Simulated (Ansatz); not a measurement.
Runs of Ansatz 0.2.0 on InSb3. The structure is cubic, space group Pm-3m (No. 221). Conventional cell: a = 4.806 Å, b = 4.806 Å, c = 4.806 Å, α = 90.00°, β = 90.00°, γ = 90.00°. Sb (site symmetry 4/mmm) has 8 Sb at 3.40 Å and 4 In at 3.40 Å as nearest neighbours. In (site symmetry m-3m) has 12 Sb at 3.40 Å as nearest neighbours. The cell comes from a database or a generator and needn't be the stable form of this composition.

| share of exact exchange | gap on the mesh (eV) | pressure (GPa) |
| --- | --- | --- |
| 0.3 | none | (c) |
| 0.4 | none | (b) |
| 0.5 | none | -4.1 |
| 0.05 | none | -0.9 |
| 0.1 | none | (a) |
| 0.2 | none | -2.0 |
| 0.25 | none | -2.4 |
| 0.15 | none | -1.7 |

Alike in all rows: task single point; level HSE06 form with a typed share of exact exchange; potentials or basis Ansatz PAW; no spin polarisation; cell as given; k mesh 3 × 3 × 3; cutoff (eV) 420; smearing fermi-dirac 0.05 eV; the mesh is coarse, so values aren't converged.

Task: Estimate the missing entries.

Result: (a) -1.3; (b) -3.4; (c) -2.7.

Caveats: all runs use coarse meshes; the PAW data sets come from PBE, with cores solved anew for the run's functional, which leaves a small shift of forces and pressure; the thresholds are loose for stress.

A k mesh can miss the band edges, and the runs leave out spin-orbit coupling on In, Sb.

A gap of «none» marks a metal or a gap under the smearing width.
